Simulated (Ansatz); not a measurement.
# CH6FGeN: up Jacob's ladder to CCSD(T)

Aim: compute CH6FGeN with functionals from several rungs and with coupled cluster. The yardstick is the atomisation energy at the CCSD(T) limit.

The runs use Ansatz 0.2.0, Gaussian basis; functionals in def2-TZVPP, the program's frozen cores in correlated methods.

Levels to be run: LDA (SPW92), PBE-D4, revPBE-D4, BLYP-D4, r2SCAN-D4, B97M-V, PBE0-D4, B3LYP-D4, r2SCANh-D4, r2SCAN0-D4, HSE06-D4, BHLYP-D4, CAM-B3LYP-D4, LC-ωPBE, ωB97X-V, ωB97M-V, B2PLYP, PBE-QIDH; CCSD(T)/def2-SVP; CCSD(T)/def2-TZVPP; MP2/def2-QZVPP; extrapolation to the limit; RPA on PBE.

## 1. The geometry

All runs share one geometry, relaxed beforehand with PBE0-D4 in a triple-zeta def2 set.

SMILES `[CH3][GeH]([NH2])[F]`, 10 atoms, charge 0, spin multiplicity 1.

Atoms are counted from 1 here; the program's logs count them from 0.

Bond lengths: C1–Ge2 1.931 Å, C1–H5 1.090 Å, C1–H6 1.091 Å, C1–H7 1.091 Å, Ge2–N3 1.817 Å, Ge2–F4 1.757 Å, Ge2–H8 1.534 Å, N3–H9 1.010 Å, N3–H10 1.010 Å. Angles: Ge2–C1–H5 110.0°, Ge2–C1–H6 109.7°, Ge2–C1–H7 110.3°, H5–C1–H6 108.6°, H5–C1–H7 109.2°, H6–C1–H7 109.0°, C1–Ge2–N3 110.4°, C1–Ge2–F4 105.4°, C1–Ge2–H8 117.1°, N3–Ge2–F4 110.7°, N3–Ge2–H8 108.4°, F4–Ge2–H8 104.6°, Ge2–N3–H9 115.8°, Ge2–N3–H10 115.9°, H9–N3–H10 109.3°.

Geometry (Å):

```
C    -0.85805    1.18345   -0.17536
Ge    0.06195   -0.49019   -0.46280
N     1.40695   -0.68731    0.74283
F    -1.15674   -1.73681   -0.24351
H    -1.69591    1.27183   -0.86700
H    -1.24354    1.22058    0.84462
H    -0.17658    2.02108   -0.32789
H     0.62862   -0.74428   -1.86591
H     1.96582   -1.52246    0.64592
H     1.15078   -0.56698    1.71219
```

## 2. LDA

This LDA is Slater exchange with PW92 correlation.

Input file in.yaml:

```yaml
crystal:
  periodic: [false, false, false]
  atoms:
    - {symbol: C, position_ang: [-0.858050, 1.183454, -0.175356]}
    - {symbol: Ge, position_ang: [0.061948, -0.490192, -0.462797]}
    - {symbol: N, position_ang: [1.406950, -0.687312, 0.742834]}
    - {symbol: F, position_ang: [-1.156737, -1.736815, -0.243512]}
    - {symbol: H, position_ang: [-1.695913, 1.271830, -0.867003]}
    - {symbol: H, position_ang: [-1.243542, 1.220578, 0.844624]}
    - {symbol: H, position_ang: [-0.176585, 2.021076, -0.327890]}
    - {symbol: H, position_ang: [0.628621, -0.744281, -1.865913]}
    - {symbol: H, position_ang: [1.965822, -1.522462, 0.645919]}
    - {symbol: H, position_ang: [1.150783, -0.566976, 1.712195]}
basis:
  gaussian: {orbitals: def2-TZVPP}
hamiltonian: {xc: lda}
output: {orbitals: {seedname: orbitals}}
```

Started as:

```sh
> ansatz run in.yaml --threads 4 --pin off --events-out ev --progress --plain --max-ram 10444MiB
```

The runs that follow: PBE-D4 (GGA); revPBE-D4 (GGA); BLYP-D4 (GGA); r2SCAN-D4 (meta-GGA); B97M-V (meta-GGA); PBE0-D4 (hybrid); B3LYP-D4 (hybrid); r2SCANh-D4 (hybrid); r2SCAN0-D4 (hybrid); HSE06-D4 (hybrid); BHLYP-D4 (hybrid); CAM-B3LYP-D4 (range-separated); LC-ωPBE (range-separated); ωB97X-V (range-separated); ωB97M-V (range-separated); B2PLYP (double hybrid); PBE-QIDH (double hybrid); CCSD(T) in def2-SVP; CCSD(T) in def2-TZVPP; MP2 in def2-QZVPP; RPA on PBE orbitals.

Q: Predict the results of all the runs planned. Wanted: atomisation energy, CCSD(T)/CBS; farthest beyond LDA; mean size of error, GGA; mean size of error, meta-GGA; mean size of error, hybrid; mean size of error, range-separated; mean size of error, double hybrid; gap, smallest and largest; T1 diagnostic.

The runs gave:

| quantity | value |
| --- | --- |
| atomisation energy, CCSD(T)/CBS | 3486.2 kJ/mol |
| functionals within 34.9 kJ/mol (1.0 %) | PBE-D4, BLYP-D4, r2SCAN-D4, B97M-V, B3LYP-D4, HSE06-D4, CAM-B3LYP-D4, LC-ωPBE, ωB97X-V, ωB97M-V |
| farthest beyond LDA | BHLYP-D4 (-119.1 kJ/mol) |
| mean size of error, GGA | 38.1 kJ/mol |
| mean size of error, meta-GGA | 13.2 kJ/mol |
| mean size of error, hybrid | 55.1 kJ/mol |
| mean size of error, range-separated | 12.4 kJ/mol |
| mean size of error, double hybrid | 48.2 kJ/mol |
| gap, smallest and largest | 6.08 eV (BLYP-D4), 13.64 eV (LC-ωPBE) |
| T1 diagnostic | 0.0109 |
| triples share of the correlation energy | 3.3 % |

What this shows: LDA overbinds by 470.2 kJ/mol (13 %). PBE-D4 misses by +25.5 kJ/mol. Double hybrids carry the basis error of their MP2 part in triple zeta, and no dispersion term here, so their miss is partly the set-up's. The rungs range-separated, meta-GGA miss on average by less than the doubt on the reference (34.9 kJ/mol), so they tie. Misses under about 34.9 kJ/mol are within the doubt on the reference itself, which lacks core-valence correlation, relativity and higher excitations, and its outer-core shells are covered unevenly. Hartree-Fock recovers 71 % of the binding; the rest is correlation. CCSD(T) in def2-SVP is off by -235.2 kJ/mol, more than most functionals: a good method in a small basis is no reference. The gap grows from 6.1 to 13.6 eV across the functionals, mostly with the share of exact exchange. Correlated methods include outer-core shells of Ge, which these sets cover unevenly.
